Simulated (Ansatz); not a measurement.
Runs of Ansatz 0.2.0 on TaVN2. The structure is tetragonal, space group P4/mmm (No. 123). Conventional cell: a = 3.050 Å, b = 3.050 Å, c = 4.296 Å, α = 90.00°, β = 90.00°, γ = 90.00°. Ta (site symmetry 4/mmm) has 6 N at 2.15 to 2.16 Å as nearest neighbours. V (site symmetry 4/mmm) has 6 N at 2.15 to 2.16 Å as nearest neighbours. Around N (site symmetry 4/mmm) lie 2 V at 2.15 Å and 4 Ta at 2.16 Å. Around N (site symmetry 4/mmm) lie 2 Ta at 2.15 Å and 4 V at 2.16 Å. The cell comes from a database or a generator and needn't be the stable form of this composition.

```tsv
spin	fixed moment (μB)	pressure (GPa)	moment (μB)
collinear, program default start	0.0	-12.7	0.00
collinear, ferromagnetic start	2.0	-6.6	2.00
collinear, ferromagnetic start	1.5	-8.8	1.50
collinear, ferromagnetic start	4.0	9.1	4.00
collinear, ferromagnetic start	2.5	(c)	2.50
collinear, ferromagnetic start	3.0	(a)	3.00
collinear, ferromagnetic start	1.0	-10.5	1.00
collinear, ferromagnetic start	0.5	(b)	0.50
```

Alike in all rows: task single point; level PBEsol; potentials or basis Ansatz PAW; cell as given; k mesh 7 × 7 × 5; cutoff (eV) 420; smearing fermi-dirac 0.05 eV.

Task: Estimate the missing entries.

Result: (a) -0.4; (b) -12.0; (c) -3.8.

Caveats: the total moment is fixed, so each spin has its own Fermi level; the PAW data sets come from PBE, with cores solved anew for the run's functional, which leaves a small shift of forces and pressure; the thresholds are loose for stress.
